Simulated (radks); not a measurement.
# Ionising barium step by step, Ba¹⁹⁺ to Ba³⁷⁺

Wanted: the ionisation ladder of barium and its errors against NIST. Each value is a difference of total energies (Δ-SCF).

Method: Dirac Kohn-Sham, exchange-only PBE, spin-unpolarised, spherical densities, finite nucleus; open shells fill j = l - 1/2 first. Code: radks (a radial shooting solver on a logarithmic mesh, Libxc functionals) version 1.

### Step 1. Starting point

```
element             : barium (Z = 56)
charges             : 19 to 37
first configuration : [Kr] 4d1
last configuration  : [Ar] 3d1
```

### Step 2. Ba¹⁹⁺, [Kr] 4d1

The run's settings:

```text
Z 56
configuration [Kr] 4d1
relativity Dirac
functional pbe,
spin unpolarised
j_filling energy
nucleus finite rms 4.8378 fm
c 137.035999084
```

### Step 3. Ba²⁰⁺, [Kr]

Settings, as their differences from step 2:

```diff
@@ -1,3 +1,3 @@
 Z 56
-configuration [Kr] 4d1
+configuration [Kr] 5s0 4d0
 relativity Dirac
```

### Step 4. Ba²¹⁺, [Ar] 3d10 4s2 4p5

Settings, as their differences from step 3:

```diff
@@ -1,3 +1,3 @@
 Z 56
-configuration [Kr] 5s0 4d0
+configuration [Ar] 3d10 4s2 4p5
 relativity Dirac
```

### Step 5. Ba²²⁺, [Ar] 3d10 4s2 4p4

Settings, as their differences from step 4:

```diff
@@ -1,3 +1,3 @@
 Z 56
-configuration [Ar] 3d10 4s2 4p5
+configuration [Ar] 3d10 4s2 4p4 5s0 4d0
 relativity Dirac
```

### Step 6. Ba²³⁺, [Ar] 3d10 4s2 4p3

Settings, as their differences from step 5:

```diff
@@ -1,3 +1,3 @@
 Z 56
-configuration [Ar] 3d10 4s2 4p4 5s0 4d0
+configuration [Ar] 3d10 4s2 4p3
 relativity Dirac
```

### Step 7. Ba²⁴⁺, [Ar] 3d10 4s2 4p2

Settings, as their differences from step 6:

```diff
@@ -1,3 +1,3 @@
 Z 56
-configuration [Ar] 3d10 4s2 4p3
+configuration [Ar] 3d10 4s2 4p2 5s0 4d0
 relativity Dirac
```

### Step 8. Ba²⁵⁺, [Ar] 3d10 4s2 4p1

Settings, as their differences from step 7:

```diff
@@ -1,3 +1,3 @@
 Z 56
-configuration [Ar] 3d10 4s2 4p2 5s0 4d0
+configuration [Ar] 3d10 4s2 4p1 5s0 4d0
 relativity Dirac
```

### Step 9. Ba²⁶⁺, [Ar] 3d10 4s2

Settings, as their differences from step 8:

```diff
@@ -1,3 +1,3 @@
 Z 56
-configuration [Ar] 3d10 4s2 4p1 5s0 4d0
+configuration [Ar] 3d10 4s2
 relativity Dirac
```

### Step 10. Ba²⁷⁺, [Ar] 3d10 4s1

Settings, as their differences from step 9:

```diff
@@ -1,3 +1,3 @@
 Z 56
-configuration [Ar] 3d10 4s2
+configuration [Ar] 3d10 4s1 4p0 5s0
 relativity Dirac
```

### Step 11. Ba²⁸⁺, [Ar] 3d10

Settings, as their differences from step 10:

```diff
@@ -1,3 +1,3 @@
 Z 56
-configuration [Ar] 3d10 4s1 4p0 5s0
+configuration [Ar] 3d10
 relativity Dirac
```

### Step 12. Ba²⁹⁺, [Ar] 3d9

Settings, as their differences from step 11:

```diff
@@ -1,3 +1,3 @@
 Z 56
-configuration [Ar] 3d10
+configuration [Ar] 3d9
 relativity Dirac
```

### Step 13. Ba³⁰⁺, [Ar] 3d8

Settings, as their differences from step 12:

```diff
@@ -1,3 +1,3 @@
 Z 56
-configuration [Ar] 3d9
+configuration [Ar] 3d8 4s0 4p0
 relativity Dirac
```

### Step 14. Ba³¹⁺, [Ar] 3d7

Settings, as their differences from step 13:

```diff
@@ -1,3 +1,3 @@
 Z 56
-configuration [Ar] 3d8 4s0 4p0
+configuration [Ar] 3d7
 relativity Dirac
```

### Step 15. Ba³²⁺, [Ar] 3d6

Settings, as their differences from step 14:

```diff
@@ -1,3 +1,3 @@
 Z 56
-configuration [Ar] 3d7
+configuration [Ar] 3d6
 relativity Dirac
```

### Step 16. Ba³³⁺, [Ar] 3d5

Settings, as their differences from step 15:

```diff
@@ -1,3 +1,3 @@
 Z 56
-configuration [Ar] 3d6
+configuration [Ar] 3d5 4s0 4p0
 relativity Dirac
```

### Step 17. Ba³⁴⁺, [Ar] 3d4

Settings, as their differences from step 16:

```diff
@@ -1,3 +1,3 @@
 Z 56
-configuration [Ar] 3d5 4s0 4p0
+configuration [Ar] 3d4
 relativity Dirac
```

### Step 18. Ba³⁵⁺, [Ar] 3d3

Settings, as their differences from step 17:

```diff
@@ -1,3 +1,3 @@
 Z 56
-configuration [Ar] 3d4
+configuration [Ar] 3d3 4s0 4p0
 relativity Dirac
```

### Step 19. Ba³⁶⁺, [Ar] 3d2

Settings, as their differences from step 18:

```diff
@@ -1,3 +1,3 @@
 Z 56
-configuration [Ar] 3d3 4s0 4p0
+configuration [Ar] 3d2
 relativity Dirac
```

### Step 20. Ba³⁷⁺, [Ar] 3d1

Settings, as their differences from step 19:

```diff
@@ -1,3 +1,3 @@
 Z 56
-configuration [Ar] 3d2
+configuration [Ar] 3d1 4s0 4p0
 relativity Dirac
```

Before running it: what results should come out? Wanted: for each run, species; configuration; Δ-SCF; −ε(HOMO); NIST; error.

**Answer**, as computed:

| species | configuration | Δ-SCF (eV) | −ε(HOMO) (eV) | NIST (eV) | error (%) |
| --- | --- | --- | --- | --- | --- |
| Ba¹⁹⁺ | [Kr] 4d1 | 520.08 | 503.22 | 520 (theory) | +0.0 |
| Ba²⁰⁺ | [Kr] | 645.73 | 628.33 | 646 (theory) | -0.0 |
| Ba²¹⁺ | [Ar] 3d10 4s2 4p5 | 680.80 | 663.20 | 679 (theory) | +0.3 |
| Ba²²⁺ | [Ar] 3d10 4s2 4p4 | 716.24 | 698.46 | 717 (theory) | -0.1 |
| Ba²³⁺ | [Ar] 3d10 4s2 4p3 | 752.02 | 734.08 | 752 (theory) | +0.0 |
| Ba²⁴⁺ | [Ar] 3d10 4s2 4p2 | 810.29 | 791.69 | 809 (theory) | +0.2 |
| Ba²⁵⁺ | [Ar] 3d10 4s2 4p1 | 847.71 | 828.95 | 846 (theory) | +0.2 |
| Ba²⁶⁺ | [Ar] 3d10 4s2 | 941.36 | 922.31 | 935 (theory) | +0.7 |
| Ba²⁷⁺ | [Ar] 3d10 4s1 | 979.88 | 960.51 | 976.6 (semi-emp.) | +0.3 |
| Ba²⁸⁺ | [Ar] 3d10 | 1693.0 | 1650.4 | 1695 (theory) | -0.1 |
| Ba²⁹⁺ | [Ar] 3d9 | 1779.2 | 1735.9 | 1776 (theory) | +0.2 |
| Ba³⁰⁺ | [Ar] 3d8 | 1867.0 | 1822.9 | 1864 (theory) | +0.2 |
| Ba³¹⁺ | [Ar] 3d7 | 1956.3 | 1911.4 | 1958 (theory) | -0.1 |
| Ba³²⁺ | [Ar] 3d6 | 2047.1 | 2001.5 | 2047 (theory) | +0.0 |
| Ba³³⁺ | [Ar] 3d5 | 2139.3 | 2093.0 | 2142 (theory) | -0.1 |
| Ba³⁴⁺ | [Ar] 3d4 | 2253.4 | 2205.8 | 2256 (theory) | -0.1 |
| Ba³⁵⁺ | [Ar] 3d3 | 2349.6 | 2301.2 | 2349 (theory) | +0.0 |
| Ba³⁶⁺ | [Ar] 3d2 | 2447.2 | 2398.1 | 2452 (theory) | -0.2 |

Reference values: NIST Atomic Spectra Database (exp. measured, semi-emp. semi-empirical, theory a theoretical value adopted there). The steepest step, after dividing by the final charge, comes at Ba²⁸⁺ in [Ar] 3d10, where the value goes from 979.88 to 1693.0 eV. There the highest level belongs to another shell. Minus the highest eigenvalue gives 97 to 98 % of the Δ-SCF value along the ladder. Spin polarisation and multiplet splitting are left out, so open shells lie too high by an amount that depends on their filling.
